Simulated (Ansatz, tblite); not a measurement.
**Pt20 tetrahedron (Pt20): rung by rung**

How do method and basis change the picture of Pt20 tetrahedron (Pt20) (singlet)?

Program: Ansatz 0.2.0, Gaussian basis. Level of theory: as each input shows. These are calculated values, not measurements.

Plan: GFN1-xTB, GFN2-xTB, PBE-D4/def2-TZVP, r2SCAN-D4/def2-TZVP, BLYP-D4/def2-TZVP, PBE-D4/def2-SVP, PBE0-D4/def2-SVP, MP2/def2-SVP.

2 further runs of the same task are left out: 2 set aside as unsound or not needed.

## Step 1: The geometry

The geometry is that of the singlet, from an earlier relaxation (PBE-D4/def2-SVP).

20 atoms, charge 0, spin multiplicity 1.

Bond lengths: Pt1–Pt2 2.627 Å, Pt1–Pt5 2.669 Å, Pt1–Pt11 2.630 Å, Pt2–Pt3 2.548 Å, Pt2–Pt5 2.796 Å, Pt2–Pt6 2.631 Å, Pt2–Pt11 2.801 Å, Pt2–Pt12 2.699 Å, Pt3–Pt4 2.629 Å, Pt3–Pt6 2.709 Å, Pt3–Pt7 2.802 Å, Pt3–Pt12 2.633 Å, Pt3–Pt13 2.775 Å, Pt4–Pt7 2.622 Å, Pt4–Pt13 2.675 Å, Pt5–Pt6 2.685 Å, Pt5–Pt8 2.532 Å, Pt5–Pt11 2.790 Å and more. Angles: Pt2–Pt1–Pt5 63.7°, Pt2–Pt1–Pt11 64.4°, Pt5–Pt1–Pt11 63.5°, Pt1–Pt2–Pt3 176.1°, Pt1–Pt2–Pt5 58.9°, Pt1–Pt2–Pt6 118.0°, Pt1–Pt2–Pt11 57.9°, Pt1–Pt2–Pt12 116.4°, Pt3–Pt2–Pt5 121.9°, Pt3–Pt2–Pt6 63.0°, Pt3–Pt2–Pt11 118.8°, Pt3–Pt2–Pt12 60.1°, Pt5–Pt2–Pt6 59.2°, Pt5–Pt2–Pt11 59.8°, Pt5–Pt2–Pt12 94.1°, Pt6–Pt2–Pt11 92.4°, Pt6–Pt2–Pt12 69.9°, Pt11–Pt2–Pt12 58.8° and more.

Pt takes a core potential in the def2 sets. No spin-orbit coupling is included.

PBE0-D4/def2-TZVP was run before; its log isn't repeated, and its numbers join the tables.

## Step 2: GFN1-xTB

Tight binding, by tblite at 300 K electronic temperature and without a spin-polarisation term:

```python
tblite.interface.Calculator('GFN1-xTB', numbers, positions, charge=0, uhf=0).singlepoint()
```

Energy -2453.7739 eV, HOMO -11.44 eV, LUMO -11.44 eV; 0.56 s.

## Step 3: GFN2-xTB

Tight binding, by tblite at 300 K electronic temperature and without a spin-polarisation term:

```python
tblite.interface.Calculator('GFN2-xTB', numbers, positions, charge=0, uhf=0).singlepoint()
```

Energy -2515.7632 eV, HOMO -6.26 eV, LUMO -6.10 eV; 0.79 s.

## Step 4: PBE-D4/def2-TZVP

start.molden holds the orbitals of an earlier run on this state, given as this run's starting guess.

The input, in.yaml:

```yaml
crystal:
  periodic: [false, false, false]
  atoms:
    - {symbol: Pt, position_ang: [-2.772402, -2.735084, -2.781160]}
    - {symbol: Pt, position_ang: [-0.869829, -0.924441, -2.848890]}
    - {symbol: Pt, position_ang: [0.863745, 0.943352, -2.845623]}
    - {symbol: Pt, position_ang: [2.794495, 2.726010, -2.770043]}
    - {symbol: Pt, position_ang: [-0.896421, -2.921675, -0.891685]}
    - {symbol: Pt, position_ang: [1.061772, -1.093561, -1.071226]}
    - {symbol: Pt, position_ang: [2.843377, 0.927072, -0.862624]}
    - {symbol: Pt, position_ang: [0.893731, -2.924335, 0.899181]}
    - {symbol: Pt, position_ang: [2.841563, -0.942091, 0.863918]}
    - {symbol: Pt, position_ang: [2.787846, -2.731779, 2.781358]}
    - {symbol: Pt, position_ang: [-2.851220, -0.931058, -0.868724]}
    - {symbol: Pt, position_ang: [-1.071709, 1.092962, -1.066765]}
    - {symbol: Pt, position_ang: [0.893960, 2.918800, -0.896790]}
    - {symbol: Pt, position_ang: [-1.075368, -1.095898, 1.065583]}
    - {symbol: Pt, position_ang: [1.063049, 1.085825, 1.070453]}
    - {symbol: Pt, position_ang: [0.860017, -0.949387, 2.846262]}
    - {symbol: Pt, position_ang: [-2.849671, 0.937029, 0.867257]}
    - {symbol: Pt, position_ang: [-0.896796, 2.918123, 0.893041]}
    - {symbol: Pt, position_ang: [-0.868942, 0.919875, 2.848619]}
    - {symbol: Pt, position_ang: [-2.767998, 2.729761, 2.791056]}
basis:
  gaussian: {orbitals: def2-TZVP, fitting: {mean_field: def2-universal-jkfit}, initial_orbitals: start.molden}
hamiltonian: {xc: pbe, dispersion: d4}
scf: {omitted_lower_state_checks: [starts]}
output: {forces: true, orbitals: {seedname: orbitals}}
```

Command:

```bash
$ ansatz run in.yaml --threads 5 --pin off --events-out ev --progress --plain --max-ram 66560MiB --backend cuda --devices 0, --max-vram 37GiB
```

The runs that follow: r2SCAN-D4/def2-TZVP; BLYP-D4/def2-TZVP; PBE-D4/def2-SVP; PBE0-D4/def2-SVP; MP2/def2-SVP.

**Question.** What will the summary of the whole plan be? Wanted: gap in def2-TZVP, named functionals, smallest and largest; correlation energy, MP2/def2-SVP; binding an atom, functionals in def2-TZVP; PBE0 total energy, smallest basis above largest.

As calculated:

```
                                                 quantity                                value
gap in def2-TZVP, named functionals, smallest and largest  0.05 eV (PBE-D4), 1.15 eV (PBE0-D4)
                         correlation energy, MP2/def2-SVP                           -250.72 eV
                binding an atom, functionals in def2-TZVP   3.40 (PBE0-D4) to 4.14 eV (PBE-D4)
          PBE0 total energy, smallest basis above largest        6.07 eV (def2-SVP, def2-TZVP)
```

What this shows: Over the named functionals in def2-TZVP the gap runs from 0.05 eV (PBE-D4) to 1.15 eV (PBE0-D4); exact exchange widens it.
